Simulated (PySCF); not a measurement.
# GdI2: other functionals and bases at one geometry

The task here is to estimate one member of a computed series from the others.

Method: several levels, as the steps say, no spin–orbit coupling; program: PySCF 2.14.0.

1 further run of the same task is left out (for a known fault of the program).

## The starting structure

3 atoms, charge 0, spin multiplicity 1.

Bond lengths: Gd1–I2 3.002 Å, Gd1–I3 3.002 Å. Angles: I2–Gd1–I3 179.7°.

Coordinates:

```
Gd    0.0000    0.0000    0.0581
I     3.0016    0.0000    0.0669
I    -3.0016    0.0000    0.0669
```

Formal oxidation states: Gd +2. Each metal's 8 4f electrons lie in its core potential, so multiplicities, spins and levels count the valence alone. For divalent La, Ce, Gd or Lu the extra electron is normally 5d or 6s, so this core forces an excited configuration. An earlier session relaxed this geometry at PBE0, Gd lcecp-0-SVP with ECP54, I def2-SVP with ECP28 (singlet, point group D∞h).

At PBE0 on the finer grid: E = -625.481570 Eh, frontier levels not given, since the 4f levels lie in the core, Mulliken charge on Gd1 +0.81 e, largest force component 0.002 eV/Å. 

Levels to run: PBE; BP86; PBE0, TZVP. Hardware: 2 threads of Arm Neoverse V2, shared host.

The first run:

Input file run.py (the lines that set the calculation):

```python
mol = gto.M(atom='''
Gd     0.00000     0.00000     0.05810
I      3.00164     0.00000     0.06690
I     -3.00164     0.00000     0.06690''',
    basis={'Gd': 'lcecp-0-SVP', 'I': 'def2-SVP'},
    ecp={'Gd': 'lcecp-0-SVP', 'I': 'def2-SVP'},
    charge=0, spin=0)
mf = dft.RKS(mol, xc='PBE')
mf.grids.atom_grid = (75, 302)  # f atoms: unpruned, at least (60, 302)
mf = mf.density_fit()  # fitting sets: Gd AutoAux, I def2-universal-JKFIT
mf.conv_tol = 1e-08; mf.max_cycle = 55
mf.kernel(dm0)  # dm0: the density of the relaxed state
```

Command:

```
$ OMP_NUM_THREADS=2 python run.py
```

Steps of the session up to this table: PBE; BP86; PBE0, TZVP.

One table of the session follows, with a row left open; its other results are not shown here.

| level | charge on Gd1 (e) | largest force component (eV/Å) |
| --- | --- | --- |
| PBE0 (relaxed here) | 0.81 | 0.00 |
| PBE | ? | ? |
| BP86 | 0.70 | 0.07 |
| PBE0, TZVP | 1.12 | 0.03 |

**Question.** Estimate the row for PBE.

The run gave: charge on Gd1 (e): 0.69; largest force component (eV/Å): 0.06. In the column «charge on Gd1 (e)» it is the lowest.

The largest leftover force, 0.07 eV/Å with BP86, stands at a geometry relaxed at another level. With 4f in the core, its levels are missing from HOMO and gap, and its count is fixed, so no charge can pass from the ligands into it. Total energies of different levels can't be compared.
